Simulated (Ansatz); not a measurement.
Born–Oppenheimer molecular dynamics of a periodic cell of 16 atoms, WC (start crystal WC, start structure P-6m2, volume 1 times the crystal's). It goes on from the last frame of an earlier run, with new velocities.

These are results of DFT PBEsol, scalar-relativistic, plane waves, PAW in Ansatz 0.2.0, not measurements. Settings: accuracy low, PAW set soft_1, cutoff 420 eV, k mesh 2x2x2, fermi-dirac smearing 0.36 eV, no spin polarisation.

```json
{"ensemble": "NPT, Langevin", "time step": "0.75 fs", "steps asked": "190", "set temperature": "2940 K", "friction": "0.01 /fs", "pressure": "10 GPa", "seed": "68342"}
```

Frames 3.75 fs apart, positions in Å, forces in eV/Å.

Velocities at 82.5 fs (Å/ps):

```
W -6.94 1.54 -2.98
C -2.50 28.38 -19.03
W 0.93 2.74 1.24
C -8.07 3.98 1.08
W 0.30 7.11 -4.59
C 5.07 0.59 23.64
W -0.78 -5.37 -2.55
C 16.43 -12.03 -26.67
W 4.44 4.43 -1.78
C -8.05 -1.24 -18.42
W 5.47 0.10 4.94
C -22.67 0.22 6.84
W -1.64 1.66 7.90
C -20.93 -6.21 12.48
W 1.33 -0.15 -2.45
C 9.99 -7.32 11.07
```

```xyz
16
Lattice="-2.9741 -5.1513 0.0000 4.4611 -2.5756 0.0000 0.0000 0.0000 5.8420" Properties=species:S:1:pos:R:3:forces:R:3 time_fs=82.5 energy_less_start_eV=-1.564 T=3067
W -0.086 -5.398 -0.157 0.52 0.48 2.55
C 1.322 -4.336 1.514 1.11 -0.86 -0.48
W -0.181 -5.212 2.691 3.42 -3.33 5.66
C 1.395 -4.428 4.443 0.31 -1.25 -1.62
W -1.438 -2.527 0.272 -2.60 -2.83 -5.30
C -0.094 -1.595 1.508 -0.06 -0.62 0.81
W -1.561 -2.806 2.902 -1.21 3.14 2.08
C -0.234 -1.818 4.357 0.65 -0.24 0.46
W 1.275 -2.944 -0.073 1.76 5.21 0.58
C 2.647 -1.833 1.463 1.85 0.10 -1.11
W 1.204 -2.581 2.832 2.85 -1.90 2.04
C 2.727 -1.822 4.278 0.82 -1.12 0.24
W -0.146 -0.091 -0.008 0.51 0.20 0.38
C -1.262 -4.381 1.366 -4.60 1.52 -1.22
W 0.039 -0.032 3.079 -3.58 -0.60 -2.51
C -1.502 -4.655 4.543 -1.75 2.11 -2.56
16
Lattice="-2.9606 -5.1279 0.0000 4.4409 -2.5640 0.0000 0.0000 0.0000 5.8156" Properties=species:S:1:pos:R:3:forces:R:3 time_fs=86.25 energy_less_start_eV=-1.661 T=2898
W -0.107 -5.369 -0.164 1.10 0.58 3.75
C 1.304 -4.222 1.441 0.76 -2.75 0.95
W -0.178 -5.185 2.684 3.35 -2.99 4.83
C 1.356 -4.401 4.438 0.82 -1.69 -2.20
W -1.433 -2.490 0.250 -2.09 -3.11 -4.74
C -0.079 -1.568 1.592 -1.03 -0.98 -0.78
W -1.552 -2.807 2.883 -1.33 3.85 1.99
C -0.168 -1.863 4.231 -0.46 0.43 2.18
W 1.284 -2.912 -0.077 1.07 6.03 0.08
C 2.611 -1.820 1.385 2.09 0.43 -0.30
W 1.219 -2.571 2.836 3.19 -2.27 1.26
C 2.639 -1.813 4.290 1.94 -1.11 -0.29
W -0.153 -0.086 0.025 0.65 0.13 -0.02
C -1.368 -4.368 1.403 -3.63 1.02 -1.44
W 0.041 -0.035 3.050 -3.57 -0.24 -2.00
C -1.479 -4.645 4.543 -2.87 2.67 -3.28
16
Lattice="-2.9452 -5.1012 0.0000 4.4178 -2.5506 0.0000 0.0000 0.0000 5.7853" Properties=species:S:1:pos:R:3:forces:R:3 time_fs=90 energy_less_start_eV=-1.629 T=2725
W -0.125 -5.335 -0.165 0.51 1.23 3.83
C 1.287 -4.149 1.380 0.43 -4.15 2.21
W -0.173 -5.157 2.681 2.62 -2.51 3.81
C 1.313 -4.397 4.411 1.33 -1.52 -2.38
W -1.431 -2.455 0.223 -1.81 -3.38 -4.22
C -0.067 -1.534 1.659 -1.84 -1.84 -2.42
W -1.540 -2.804 2.866 -1.59 4.51 2.12
C -0.100 -1.897 4.135 -1.92 1.06 3.81
W 1.294 -2.874 -0.078 0.14 6.29 -0.67
C 2.584 -1.794 1.307 2.14 0.53 0.73
W 1.228 -2.565 2.837 4.19 -2.85 0.03
C 2.576 -1.820 4.320 2.91 -0.83 -1.09
W -0.158 -0.087 0.052 0.58 0.30 -0.40
C -1.514 -4.339 1.438 -1.63 0.27 -1.45
W 0.042 -0.041 3.018 -3.99 0.33 -1.25
C -1.506 -4.597 4.493 -2.07 2.54 -2.65
16
Lattice="-2.9298 -5.0745 0.0000 4.3946 -2.5373 0.0000 0.0000 0.0000 5.7550" Properties=species:S:1:pos:R:3:forces:R:3 time_fs=93.75 energy_less_start_eV=-1.796 T=3009
W -0.141 -5.299 -0.163 -0.31 2.27 3.13
C 1.279 -4.131 1.357 0.22 -4.12 2.33
W -0.164 -5.127 2.675 1.63 -2.10 3.04
C 1.278 -4.403 4.358 1.65 -0.91 -2.05
W -1.435 -2.426 0.198 -1.70 -3.71 -3.85
C -0.072 -1.514 1.690 -2.03 -2.96 -3.47
W -1.529 -2.793 2.854 -1.92 4.80 2.01
C -0.046 -1.918 4.093 -3.09 1.59 4.78
W 1.307 -2.831 -0.080 -0.97 5.32 -0.44
C 2.588 -1.762 1.245 1.79 0.30 1.80
W 1.235 -2.563 2.842 5.13 -3.16 -1.29
C 2.555 -1.838 4.362 3.51 -0.45 -2.18
W -0.162 -0.085 0.072 0.36 0.31 -1.18
C -1.682 -4.308 1.443 1.03 0.22 -1.21
W 0.040 -0.048 2.983 -4.90 0.72 -0.25
C -1.550 -4.512 4.410 -0.39 1.89 -1.19
16
Lattice="-2.9172 -5.0527 0.0000 4.3758 -2.5264 0.0000 0.0000 0.0000 5.7303" Properties=species:S:1:pos:R:3:forces:R:3 time_fs=97.5 energy_less_start_eV=-2.252 T=3332
W -0.159 -5.270 -0.152 -0.62 3.19 1.78
C 1.278 -4.158 1.350 0.06 -2.96 1.73
W -0.159 -5.103 2.675 0.95 -1.87 2.63
C 1.258 -4.417 4.277 1.58 -0.14 -1.13
W -1.444 -2.406 0.170 -1.76 -4.20 -3.54
C -0.115 -1.522 1.668 -1.31 -3.57 -3.15
W -1.527 -2.781 2.848 -2.10 4.91 1.43
C -0.017 -1.930 4.111 -3.21 1.73 4.25
W 1.326 -2.789 -0.084 -1.90 3.71 0.50
C 2.616 -1.722 1.215 1.02 -0.32 2.49
W 1.248 -2.567 2.842 4.60 -2.81 -1.89
C 2.573 -1.865 4.380 3.67 0.19 -2.83
W -0.163 -0.082 0.093 -0.14 0.04 -2.79
C -1.852 -4.279 1.429 3.92 1.26 -0.74
W 0.035 -0.053 2.954 -6.16 0.04 0.46
C -1.604 -4.398 4.312 1.38 0.79 0.78
16
Lattice="-2.9059 -5.0332 0.0000 4.3589 -2.5166 0.0000 0.0000 0.0000 5.7081" Properties=species:S:1:pos:R:3:forces:R:3 time_fs=101.25 energy_less_start_eV=-2.767 T=3652
W -0.178 -5.242 -0.139 -0.09 3.91 0.40
C 1.257 -4.234 1.351 0.16 -0.80 0.75
W -0.159 -5.084 2.676 0.48 -1.85 2.50
C 1.258 -4.432 4.162 1.11 0.71 0.40
W -1.456 -2.393 0.142 -2.06 -4.85 -3.36
C -0.172 -1.556 1.608 -0.04 -3.33 -1.83
W -1.531 -2.764 2.843 -2.05 5.18 0.37
C -0.028 -1.913 4.178 -1.91 1.33 2.24
W 1.344 -2.749 -0.088 -2.18 2.15 1.51
C 2.673 -1.681 1.199 -0.35 -1.18 3.14
W 1.268 -2.575 2.836 2.83 -1.92 -1.48
C 2.638 -1.880 4.378 2.85 0.48 -3.08
W -0.164 -0.081 0.113 -0.54 -0.54 -5.02
C -1.980 -4.229 1.397 6.20 2.38 0.40
W 0.019 -0.060 2.927 -6.35 -0.89 0.90
C -1.632 -4.272 4.238 1.94 -0.77 2.15
16
Lattice="-2.8948 -5.0140 0.0000 4.3422 -2.5070 0.0000 0.0000 0.0000 5.6864" Properties=species:S:1:pos:R:3:forces:R:3 time_fs=105 energy_less_start_eV=-2.998 T=3620
W -0.192 -5.215 -0.125 0.54 3.89 -0.36
C 1.231 -4.313 1.354 0.36 1.18 -0.13
W -0.159 -5.063 2.685 -0.08 -2.10 2.26
C 1.266 -4.438 4.041 0.67 1.56 2.30
W -1.472 -2.387 0.113 -2.77 -5.49 -3.29
C -0.225 -1.631 1.522 1.55 -1.92 -0.05
W -1.536 -2.744 2.840 -1.73 5.73 -0.88
C -0.062 -1.891 4.267 -0.33 1.14 -0.17
W 1.358 -2.711 -0.089 -1.84 1.19 2.02
C 2.727 -1.653 1.229 -1.49 -1.76 3.00
W 1.289 -2.582 2.824 1.36 -1.14 -0.93
C 2.746 -1.885 4.353 0.95 0.58 -2.65
W -0.163 -0.083 0.129 -0.23 -0.92 -6.24
C -2.035 -4.155 1.378 6.93 2.21 1.06
W -0.004 -0.066 2.899 -5.56 -1.57 0.98
C -1.626 -4.170 4.183 1.67 -2.60 3.09
16
Lattice="-2.8866 -4.9997 0.0000 4.3299 -2.4999 0.0000 0.0000 0.0000 5.6702" Properties=species:S:1:pos:R:3:forces:R:3 time_fs=108.75 energy_less_start_eV=-2.810 T=3484
W -0.206 -5.191 -0.116 1.18 3.06 -0.50
C 1.216 -4.388 1.356 0.43 2.77 -0.68
W -0.160 -5.046 2.693 -0.79 -2.21 1.99
C 1.272 -4.446 3.944 0.39 2.41 4.11
W -1.494 -2.387 0.088 -3.77 -6.08 -3.22
C -0.261 -1.717 1.439 3.20 -0.27 1.68
W -1.540 -2.721 2.835 -1.15 6.05 -1.31
C -0.116 -1.873 4.359 1.41 1.21 -2.43
W 1.374 -2.675 -0.085 -1.68 0.58 2.14
C 2.775 -1.640 1.297 -2.06 -2.06 1.98
W 1.312 -2.589 2.817 0.37 -0.62 -0.79
C 2.873 -1.897 4.314 -1.58 1.10 -1.67
W -0.158 -0.090 0.138 1.05 -0.20 -5.23
C -1.996 -4.068 1.397 5.55 -0.33 0.00
W -0.034 -0.074 2.878 -3.95 -1.62 0.56
C -1.620 -4.111 4.162 1.38 -3.79 3.38
16
Lattice="-2.8801 -4.9884 0.0000 4.3201 -2.4942 0.0000 0.0000 0.0000 5.6574" Properties=species:S:1:pos:R:3:forces:R:3 time_fs=112.5 energy_less_start_eV=-2.648 T=3219
W -0.218 -5.170 -0.108 1.81 2.30 -0.16
C 1.203 -4.443 1.366 0.67 3.70 -1.03
W -0.165 -5.035 2.705 -0.95 -2.19 1.90
C 1.293 -4.435 3.907 -0.28 2.86 4.95
W -1.518 -2.391 0.064 -4.47 -6.29 -2.94
C -0.268 -1.801 1.383 4.24 1.15 2.67
W -1.543 -2.694 2.827 -0.38 5.69 -0.33
C -0.170 -1.844 4.409 2.98 1.23 -3.83
W 1.390 -2.640 -0.077 -2.11 0.14 1.91
C 2.832 -1.658 1.365 -2.63 -1.70 0.98
W 1.337 -2.599 2.809 -0.32 -0.22 -0.77
C 2.955 -1.877 4.262 -3.31 1.44 -0.43
W -0.152 -0.099 0.141 2.29 0.63 -3.98
C -1.880 -3.989 1.418 3.30 -3.89 -1.35
W -0.065 -0.080 2.863 -1.83 -1.48 -0.26
C -1.602 -4.111 4.171 0.98 -3.37 2.68
16
Lattice="-2.8737 -4.9773 0.0000 4.3105 -2.4887 0.0000 0.0000 0.0000 5.6448" Properties=species:S:1:pos:R:3:forces:R:3 time_fs=116.25 energy_less_start_eV=-3.191 T=3526
W -0.232 -5.145 -0.103 2.46 1.60 0.52
C 1.173 -4.449 1.363 1.32 3.84 -0.96
W -0.174 -5.027 2.719 -0.17 -1.87 1.97
C 1.325 -4.396 3.936 -1.11 2.64 4.46
W -1.542 -2.391 0.041 -3.78 -6.18 -2.31
C -0.223 -1.869 1.360 3.68 1.91 2.50
W -1.546 -2.666 2.815 0.26 4.64 0.96
C -0.178 -1.822 4.415 3.13 1.11 -4.15
W 1.406 -2.604 -0.069 -2.58 -0.30 1.61
C 2.875 -1.690 1.438 -3.03 -1.06 -0.29
W 1.361 -2.610 2.795 -0.96 0.11 -0.55
C 2.986 -1.833 4.212 -3.87 1.37 0.71
W -0.148 -0.116 0.140 2.77 1.34 -3.44
C -1.737 -3.947 1.417 1.43 -5.97 -1.88
W -0.094 -0.089 2.848 0.39 -1.41 -0.46
C -1.560 -4.152 4.203 0.07 -1.77 1.29
16
Lattice="-2.8699 -4.9709 0.0000 4.3049 -2.4854 0.0000 0.0000 0.0000 5.6375" Properties=species:S:1:pos:R:3:forces:R:3 time_fs=120 energy_less_start_eV=-4.533 T=3935
W -0.242 -5.125 -0.099 3.28 1.29 1.40
C 1.169 -4.417 1.356 1.67 3.22 -0.46
W -0.183 -5.023 2.735 1.14 -1.33 1.91
C 1.353 -4.327 4.031 -1.51 1.71 2.70
W -1.567 -2.400 0.013 -1.64 -5.86 -1.28
C -0.141 -1.918 1.349 1.83 2.17 1.97
W -1.549 -2.636 2.809 0.46 2.54 0.70
C -0.151 -1.770 4.395 2.04 0.38 -3.63
W 1.419 -2.571 -0.058 -2.86 -0.74 1.18
C 2.869 -1.717 1.499 -2.63 -0.60 -1.54
W 1.387 -2.626 2.787 -1.73 0.65 -0.10
C 2.981 -1.775 4.176 -3.64 0.76 1.32
W -0.147 -0.135 0.144 2.54 1.95 -3.44
C -1.578 -3.981 1.365 -0.22 -4.84 -0.42
W -0.120 -0.099 2.841 2.19 -1.29 -0.12
C -1.532 -4.205 4.241 -0.92 0.00 -0.18
16
Lattice="-2.8673 -4.9663 0.0000 4.3009 -2.4832 0.0000 0.0000 0.0000 5.6323" Properties=species:S:1:pos:R:3:forces:R:3 time_fs=123.75 energy_less_start_eV=-5.186 T=4915
W -0.248 -5.111 -0.095 4.43 1.01 1.75
C 1.163 -4.365 1.341 2.24 2.11 0.16
W -0.190 -5.021 2.750 2.19 -1.02 1.78
C 1.359 -4.255 4.179 -1.57 0.81 -0.08
W -1.591 -2.417 -0.015 0.88 -5.54 0.17
C -0.045 -1.951 1.357 -0.50 2.39 1.38
W -1.554 -2.609 2.804 0.60 0.64 0.04
C -0.110 -1.698 4.341 0.57 -0.89 -2.39
W 1.429 -2.538 -0.046 -2.79 -1.31 0.68
C 2.826 -1.747 1.542 -1.46 -0.19 -2.55
W 1.413 -2.647 2.779 -2.71 1.00 0.90
C 2.941 -1.717 4.163 -2.75 -0.40 1.11
W -0.140 -0.159 0.147 1.90 2.49 -3.43
C -1.413 -4.081 1.306 -2.77 -1.67 1.15
W -0.143 -0.112 2.833 3.11 -0.79 0.47
C -1.541 -4.257 4.261 -1.39 1.38 -1.14
```

Of the whole run (142 fs, mean temperature of the second half 3348 K): The conserved energy stayed within 0.45 meV per atom of its start (net change -0.27 meV per atom), so the integration is sound. The mean temperature of the second half is 14 % above the set value. A run of 0.14 ps of so small a system gives no equilibrium averages. Limits of this set-up: coarse k mesh, PAW files made for another functional, low accuracy level. The cell's volume went from 157 to 163 Å³.

Time of the run: 32 min on 1 thread of Arm Neoverse N1, with other jobs on the host, peak memory 0.7 GiB.
